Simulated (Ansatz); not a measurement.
# ZrH₂ (singlet): the correlation ladder at a displaced geometry (v1), def2-TZVPP

One table from this session's results is given with a row withheld; the runs are named, their logs left out.

Computed with Ansatz 0.2.0, Gaussian basis. Level: def2-TZVPP, core rule «outside noble gas», up to 4 orbitals frozen.

Plan: UHF; CCSD(T) on RHF; CCSD(T) on UHF; CCSDT(Q) on RHF; CCSDT(Q) on UHF.

20 further runs of the same task are left out: 6 for a known fault of the program, 6 that didn't finish, 8 set aside as unsound or not needed. Runs told in other sessions of the task aren't counted.

## The geometry

The geometry is a PBE0/def2-TZVP stationary point (not a proven minimum) with its atoms shifted at random (size 0.040 Å). No spin-orbit coupling is included. Elements past krypton take def2 core potentials.

3 atoms, charge 0, spin multiplicity 1.

Atoms are counted from 1 here; the program's logs count them from 0.

Bond lengths: Zr1–H2 1.940 Å, Zr1–H3 1.876 Å. Angles: H2–Zr1–H3 178.4°.

Coordinates:

```xyz
3

Zr   -0.0154   -0.0090    0.0216
H    -0.0163   -0.0252   -1.9183
H     0.0317    0.0342    1.8967
```

The first run:

in.yaml

```yaml
crystal:
  periodic: [false, false, false]
  atoms:
    - {symbol: Zr, position_ang: [-0.015433, -0.009008, 0.021640]}
    - {symbol: H, position_ang: [-0.016266, -0.025151, -1.918313]}
    - {symbol: H, position_ang: [0.031698, 0.034159, 1.896673]}
basis:
  gaussian: {orbitals: def2-TZVPP}
magnetization: {spin_polarized: true, initial_magnetization: 0}
hamiltonian: {xc: hf}
output: {orbitals: {seedname: orbitals}}
```

The run is started by

```console
$ ansatz run in.yaml --threads 1 --pin off --events-out ev --progress --plain --max-ram 2393MiB
```

Steps of the session up to this table: UHF; CCSD(T) on RHF; CCSD(T) on UHF; CCSDT(Q) on RHF; CCSDT(Q) on UHF.

One of the session's tables, all rows but one given; the rest of the session is left out.

| method | from RCCSDT(Q) (meV) |
| --- | --- |
| RHF | +3648.0 |
| UHF | +2650.2 |
| RMP2 | +1050.3 |
| UMP2 | +516.4 |
| RCCSD | +240.2 |
| UCCSD | -109.5 |
| RCCSD(T) | +69.1 |
| UCCSD(T) | -187.3 |
| RCCSDT | +13.8 |
| UCCSDT | ? |
| RCCSDT(Q) | 0 |
| UCCSDT(Q) | -231.0 |

Estimate the missing values for UCCSDT.

As computed: from RCCSDT(Q) (meV): -226.1. In the column «from RCCSDT(Q) (meV)» it lies between UCCSDT(Q) (-231.0) and UCCSD(T) (-187.3).

The program flags UCCSD(T), UCCSDT(Q) as in doubt (see the logs), so read those rows with care; the flags are other amplitudes.

Limits of these values: The determinant of HF (⟨S²⟩ 1.00) is far from a pure spin state, so its energy mixes those of several spin states; that is harmless only where they are near-degenerate. The determinant of CCSD(T) (⟨S²⟩ 1.00) is far from a pure spin state, so its energy mixes those of several spin states; high orders of coupled cluster remove much of that, low ones don't. The determinant of CCSDT(Q) (⟨S²⟩ 1.00) is far from a pure spin state, so its energy mixes those of several spin states; high orders of coupled cluster remove much of that, low ones don't. The program flags UCCSD(T), UCCSDT(Q) as in doubt, so read those rows with care; the flags are other amplitudes. Warnings: restricted reference is unstable; spin contamination. Restricted and unrestricted rows rest on different reference determinants; a gap between their highest levels can come from leftover correlation error, from unlike frozen cores or from another state.
